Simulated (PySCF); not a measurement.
**The bond of RbF, level by level**

One table from this session's results is given with a row withheld; the runs are named, their logs left out.

Program: PySCF 2.14.0. Level of theory: Rb def2-TZVPP with ECP28, F def2-TZVPP, scalar-relativistic core potentials. These are calculated values, not measurements.

Set-up of the first run:

A driver script around PySCF takes these settings:

```yaml
atoms: Rb, F
charge: 0
basis: Rb def2-TZVPP with ECP28, F def2-TZVPP
Hamiltonian: scalar-relativistic core potentials
basis_functions: 71
electrons_treated: 18
masses_in_u: 84.9118, 18.9984
levels: PBE0, PBE, r²SCAN, BLYP, BHandHLYP, B2PLYP, B3LYP, LC-ωPBE, HF, MP2, SCS-MP2, CCSD, CCSD(T)
grid: 80 radial by 434 angular points
occupations: held fixed by the projection of orbital angular momentum
dissociation_limit: Rb + F, each in its ground configuration
starting_distance_in_angstrom: 2.675
values_of_2S_to_try: 0, 2
```

Launch:

```console
> OMP_NUM_THREADS=1 python dia.py task.json out
```

Steps of the session up to this table: Input; PBE0 along the bond; Higher solutions at PBE0; PBE; r²SCAN (meta-GGA); BLYP (GGA); BHandHLYP (global hybrid GGA); B2PLYP (double hybrid); B3LYP; LC-ωPBE (range-separated hybrid); RHF (mean field); Correlated methods on the Hartree–Fock reference.

One of the session's tables, all rows but one given; the rest of the session is left out.

It belongs to the step «The curves together». Energy (eV) from each level's lowest point:

| R (Å) | RHF | RHF-MP2 | RHF-SCS-MP2 | RHF-CCSD | RHF-CCSD(T) |
| --- | --- | --- | --- | --- | --- |
| 2.011 | 0.779 | 0.717 | 0.739 | n/a | n/a |
| 2.104 | 0.360 | 0.323 | 0.337 | 0.320 | 0.319 |
| 2.198 | ? | ? | ? | ? | ? |
| 2.268 | 0.035 | 0.027 | 0.030 | 0.025 | 0.025 |
| 2.338 | 0.000 | 0.000 | 0.000 | 0.000 | 0.000 |
| 2.408 | 0.006 | 0.013 | 0.010 | 0.014 | 0.014 |
| 2.502 | 0.061 | 0.075 | 0.069 | 0.078 | 0.078 |
| 2.619 | 0.179 | 0.199 | 0.191 | 0.206 | 0.205 |
| 2.759 | 0.362 | 0.389 | 0.377 | 0.398 | 0.396 |
| 2.946 | 0.635 | 0.669 | 0.655 | n/a | n/a |

**Question.** Estimate the row for R (Å) = 2.198.

Worked estimate for «RHF». A straight line through the neighbours (2.104, 0.360) and (2.268, 0.035) gives 0.360 + (0.035 − 0.360) × (2.198 − 2.104) / (2.268 − 2.104) = 0.174; a parabola fitted to 4 rows on both sides gives 0.115.

As computed: RHF: 0.125; RHF-MP2: 0.106; RHF-SCS-MP2: 0.113; RHF-CCSD: 0.104; RHF-CCSD(T): 0.103. In «RHF» the line misses by +0.049 and the parabola by -0.010.
